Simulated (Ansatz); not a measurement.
BeAl3 in Ansatz: the effect of strain

BeAl3:

```xyz
4
Lattice="-1.9422 1.9422 3.6978 1.9422 -1.9422 3.6978 1.9422 1.9422 -3.6978" Properties=species:S:1:pos:R:3 pbc="T T T"
Al    0.0000    0.0000    3.6978
Al    1.9422    0.0000    1.8489
Al    0.0000    1.9422    1.8489
Be    0.0000    0.0000    0.0000
```

The cell comes from a database or a generator and needn't be the stable form of this composition.

Alike in all runs:

```yaml
Program: Ansatz 0.2.0
Task: band structure
Functional: PBE
Potentials_or_basis: Ansatz PAW
Cutoff: "420 eV (not typed: the program's choice for these potentials)"
k_mesh: 8 × 8 × 8
Occupations: fermi-dirac, width 0.05 eV
Spin: no spin polarisation
Kind_of_strain: uniaxial
Path: "[[\"G\", \"X\", \"Y\", \"S\", \"G\", \"Z\", \"S1\", \"N\", \"P\", \"Y1\", \"Z\"], [\"X\", \"P\"]]"
Points_for_each_segment_of_the_path: 14
```

Question: One run gave: pressure -2.6 GPa. Which strain did it use?
A. 0.01
B. 0.02
C. 0
D. -0.02
E. 0.04

Answer: E.

```csv
strain,pressure (GPa)
-0.04,4.9
-0.02,2.7
-0.01,1.7
0,0.8
0.01,-0.1
0.02,-1.0
0.04,-2.6
```
